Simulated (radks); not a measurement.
# Valence configurations of Re

One table from this session's results is given with a row withheld; the runs are named, their logs left out.

Method: scalar-relativistic Kohn-Sham, PBE, spin-unpolarised, spherical densities, finite nucleus. Code: radks (a radial shooting solver on a logarithmic mesh, Libxc functionals) version 1.

## The atom as given

| Item | Value |
| --- | --- |
| element | rhenium (Z = 75) |
| charge | 0 |
| electrons | 75 |
| configuration | [Xe] 4f14 5d5 6s2 |
| nuclear rms radius | 5.3698 fm |
| others tried | 4f14 5d7; 4f13.5 5d5 6s2 6p0.5; 4f13.5 5d7.5; 4f14 5d4.5 6s2 6p0.5; 4f14 5d6 6s1; 4f12.5 5d8.5; 4f13 5d6 6s2; 4f14 5d5 6s1 6p1; 4f12 5d7 6s2 |

Outer shells as boxes (Hund's rule):

Re
```
[Xe] core
4f [↑↓][↑↓][↑↓][↑↓][↑↓][↑↓][↑↓]
5d [↑ ][↑ ][↑ ][↑ ][↑ ]
6s [↑↓]
```

The first run:

Input:

```text
Z 75
configuration [Xe] 4f14 5d5 6s2
relativity scalar-relativistic
functional pbe,pbe
spin unpolarised
nucleus finite rms 5.3698 fm
c 137.035999084
```

Among the steps run: [Xe] 4f14 5d5 6s2.

One of the session's tables, all rows but one given; the rest of the session is left out.

It belongs to the step «[Xe] 4f14 5d5 6s2». Radial moments (bohr):

| level | <r> | outermost maximum (interpolated) | 90 % within | nodes |
| --- | --- | --- | --- | --- |
| 4s | 0.4406 | 0.413 | 0.632 | 3 |
| 4p | 0.4686 | 0.433 | 0.681 | 2 |
| 4d | 0.5000 | 0.443 | 0.749 | 1 |
| 5s | 1.036 | 0.937 | 1.49 | 4 |
| 5p | 1.208 | 1.06 | 1.76 | 3 |
| 4f | ? | ? | ? | ? |
| 6s | 3.072 | 2.56 | 4.58 | 5 |
| 5d | 1.932 | 1.42 | 3.10 | 2 |

Estimate the missing values for 4f.

As computed: <r>: 0.5805; outermost maximum (interpolated): 0.417; 90 % within: 0.955; nodes: 0. In the column «<r>» it lies between 4d (0.5000) and 5s (1.036).
